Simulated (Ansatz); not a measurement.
# Cl2HO2Si radical: a ladder of functionals and wavefunction methods

One table from this session's results is given with a row withheld; the runs are named, their logs left out.

Method: functionals in def2-TZVPP, the program's frozen cores in correlated methods; program: Ansatz 0.2.0, Gaussian basis.

Plan: LDA (SPW92), PBE-D4, revPBE-D4, BLYP-D4, r2SCAN-D4, B97M-V, PBE0-D4, B3LYP-D4, r2SCANh-D4, r2SCAN0-D4, HSE06-D4, BHLYP-D4, CAM-B3LYP-D4, LC-ωPBE, ωB97X-V, ωB97M-V, B2PLYP, PBE-QIDH; CCSD(T)/def2-SVP; CCSD(T)/def2-TZVPP; MP2/def2-QZVPP; extrapolation to the limit; RPA on PBE.

**The relaxed structure**

The geometry comes from an earlier relaxation with PBE0-D4 in a triple-zeta def2 set; it is a stationary point.

SMILES `[O][Si](O)(Cl)Cl`, 6 atoms, charge 0, spin multiplicity 2.

Atoms are counted from 1 here; the program's logs count them from 0.

Bond lengths: O1–Si2 1.648 Å, Si2–O3 1.616 Å, Si2–Cl4 2.015 Å, Si2–Cl5 2.031 Å, O3–H6 0.960 Å. Angles: O1–Si2–O3 113.7°, O1–Si2–Cl4 113.2°, O1–Si2–Cl5 98.7°, O3–Si2–Cl4 105.7°, O3–Si2–Cl5 114.0°, Cl4–Si2–Cl5 111.7°, Si2–O3–H6 117.6°.

Set-up of the first run:

in.yaml

```yaml
crystal:
  periodic: [false, false, false]
  atoms:
    - {symbol: O, position_ang: [-1.226095, 0.180933, 1.211607]}
    - {symbol: Si, position_ang: [-0.270907, 0.041236, -0.123692]}
    - {symbol: O, position_ang: [1.051937, -0.855807, 0.114910]}
    - {symbol: Cl, position_ang: [-1.218443, -0.789205, -1.696025]}
    - {symbol: Cl, position_ang: [0.111362, 2.012016, -0.434242]}
    - {symbol: H, position_ang: [1.594146, -0.653174, 0.881244]}
basis:
  gaussian: {orbitals: def2-TZVPP}
magnetization: {spin_polarized: true, initial_magnetization: 1}
hamiltonian: {xc: lda}
output: {orbitals: {seedname: orbitals}}
```

Among the steps run: LDA; PBE-D4 (GGA); revPBE-D4 (GGA); BLYP-D4 (GGA); r2SCAN-D4 (meta-GGA); B97M-V (meta-GGA); PBE0-D4 (hybrid); B3LYP-D4 (hybrid); r2SCANh-D4 (hybrid); r2SCAN0-D4 (hybrid); HSE06-D4 (hybrid); BHLYP-D4 (hybrid); CAM-B3LYP-D4 (range-separated); LC-ωPBE-D4 (range-separated; the results give it without D4); ωB97X-V (range-separated); ωB97M-V (range-separated); B2PLYP (double hybrid); PBE-QIDH (double hybrid).

One of the session's tables, all rows but one given; the rest of the session is left out.

It belongs to the step «Orbital energies across the functionals». 

```
  functional  HOMO (eV)  LUMO (eV)  gap (eV)
 LDA (SPW92)      -7.59      -7.33      0.26
      PBE-D4      -7.55      -6.81      0.73
   revPBE-D4      -7.50      -6.67      0.82
     BLYP-D4      -7.42      -6.72      0.70
   r2SCAN-D4      -8.10      -6.29      1.81
      B97M-V      -8.21      -6.20      2.01
     PBE0-D4      -9.40      -5.28      4.12
    B3LYP-D4      -9.09      -5.78      3.31
  r2SCANh-D4      -8.76      -5.71      3.05
  r2SCAN0-D4      -9.69      -4.80      4.89
    HSE06-D4      -8.99      -5.68      3.31
    BHLYP-D4     -10.83      -3.58      7.25
CAM-B3LYP-D4     -10.85      -4.22      6.64
     LC-ωPBE     -12.30      -2.81      9.49
     ωB97X-V     -11.90      -3.10      8.80
     ωB97M-V          ?          ?         ?
```

Q: Estimate the row for ωB97M-V from the others.

**Answer.** HOMO (eV): -11.74; LUMO (eV): -3.10; gap (eV): 8.64. In the column «HOMO (eV)» it lies between ωB97X-V (-11.90) and CAM-B3LYP-D4 (-10.85).
